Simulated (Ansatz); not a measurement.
Ti3S2:

```xyz
5
Lattice="2.7131 1.5664 3.2376 -2.7131 1.5664 3.2376 0.0000 -3.1328 3.2376" Properties=species:S:1:pos:R:3 pbc="T T T"
Ti   -0.9107   -1.5555    3.2376
Ti    1.8024   -0.0109    3.2376
Ti   -0.8918    1.5664    3.2376
S     0.0000    0.0000    1.6302
S     0.0000    0.0000    8.0827
```

The cell comes from a database or a generator and needn't be the stable form of this composition.

Base run:

```yaml
Program: Ansatz 0.2.0
Functional: PBEsol
Potentials_or_basis: Ansatz PAW
Cutoff: "420 eV (not typed: the program's choice for these potentials)"
k_mesh: 6 × 6 × 6
Occupations: fermi-dirac, width 0.05 eV
Spin: no spin polarisation
Hubbard_terms: Ti d U = 2 eV
```

Its results: band gap on the k mesh none (metal or under the smearing width); pressure -2.4 GPa; largest force 0.031 eV/Å.

Task: The run is repeated on the same cell with these changes: hubbard terms from Ti d U = 2 eV to Ti d U = 3 eV. What comes out?

Result: Band gap on the k mesh none (metal or under the smearing width); pressure -1.1 GPa; largest force 0.040 eV/Å.

Caveats: U without spin polarisation on a metal has little footing; the PAW data sets come from PBE, with cores solved anew for the run's functional, which leaves a small shift of forces and pressure; the density of states is complete only up to the lowest level of the last band computed.
